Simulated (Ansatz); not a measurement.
# Be2H3: the cost of one run

Computed with Ansatz 0.2.0 (DFT PBE, scalar-relativistic, plane waves, PAW, unless a step's input says otherwise).

1 further run of the same task is left out (set aside as unsound or not needed).

**1. The structure to begin with**

The structure is cubic, space group Fd-3m (No. 227). Conventional cell: a = 6.087 Å, b = 6.087 Å, c = 6.087 Å, α = 90.00°, β = 90.00°, γ = 90.00°. Be (site symmetry -3m) has 6 Be at 2.15 Å and 6 H at 2.15 Å as nearest neighbours. H (site symmetry -3m) has 2 H at 1.32 Å as nearest neighbours. Around H (site symmetry -43m) lie 4 H at 1.32 Å.

As a file:

```
Be H
1.0
     0.00000    3.04342    3.04342
     3.04342    0.00000    3.04342
     3.04342    3.04342    0.00000
Be H
4 6
Direct
  0.62500 0.62500 0.62500
  0.62500 0.62500 0.12500
  0.62500 0.12500 0.62500
  0.12500 0.62500 0.62500
  0.12500 0.12500 0.12500
  0.12500 0.12500 0.62500
  0.12500 0.62500 0.12500
  0.62500 0.12500 0.12500
  0.25000 0.25000 0.25000
  0.00000 0.00000 0.00000
```

The cell was relaxed beforehand at this level, from a generated guess; it needn't be the stable form of this composition. At a tolerance of 0.05 Å it has space group Fd-3m (No. 227); it has 5.64 Å³/atom, an uncorrected energy of +0.84 eV/atom over the elements.

**2. Static run: bands, density of states and charges**

input.yaml

```yaml
crystal:
  lattice:
    - [0.0, 3.0434206413, 3.0434206413]
    - [3.0434206413, 0.0, 3.0434206413]
    - [3.0434206413, 3.0434206413, 0.0]
  atoms:
    - { symbol: Be, position: [0.625, 0.625, 0.625] }
    - { symbol: Be, position: [0.625, 0.625, 0.125] }
    - { symbol: Be, position: [0.625, 0.125, 0.625] }
    - { symbol: Be, position: [0.125, 0.625, 0.625] }
    - { symbol: H, position: [0.125, 0.125, 0.125] }
    - { symbol: H, position: [0.125, 0.125, 0.625] }
    - { symbol: H, position: [0.125, 0.625, 0.125] }
    - { symbol: H, position: [0.625, 0.125, 0.125] }
    - { symbol: H, position: [0.25, 0.25, 0.25] }
    - { symbol: H, position: [0.0, 0.0, 0.0] }
basis:
  ecutwfc: 420
kpoints:
  mp_grid: { grid: [10, 10, 10] }
  band_path:
    path:
      - [[0.0, 0.0, 0.0], [0.5, 0.0, 0.5], [0.625, 0.25, 0.625]]
      - [[0.375, 0.375, 0.75], [0.0, 0.0, 0.0], [0.5, 0.5, 0.5], [0.5, 0.25, 0.75], [0.5, 0.0, 0.5]]
    npoints: 14
hamiltonian:
  xc: pbe
scf:
  occupations: { method: gaussian, width: 0.1 }
  n_extra_bands: 25
output:
  forces: true
  stress: true
  eigenvalues: true
  populations: true
  dos: { projected: true, de: 0.02, nscf_kmesh: { grid: [12, 12, 12] } }
  bader: true
  write_density: true
  write_potential: true
  elf: true
  volumetric_format: npy
```

Launch:

```sh
ansatz run input.yaml --threads 1 --pin off --max-ram 2560MiB --backend cpu --events-out ev --progress --plain --runs-dir out
```

What time and memory should one allow on 1 thread of Arm Neoverse V2, shared host?

About 1.8 min, with a peak of 0.34 GiB.
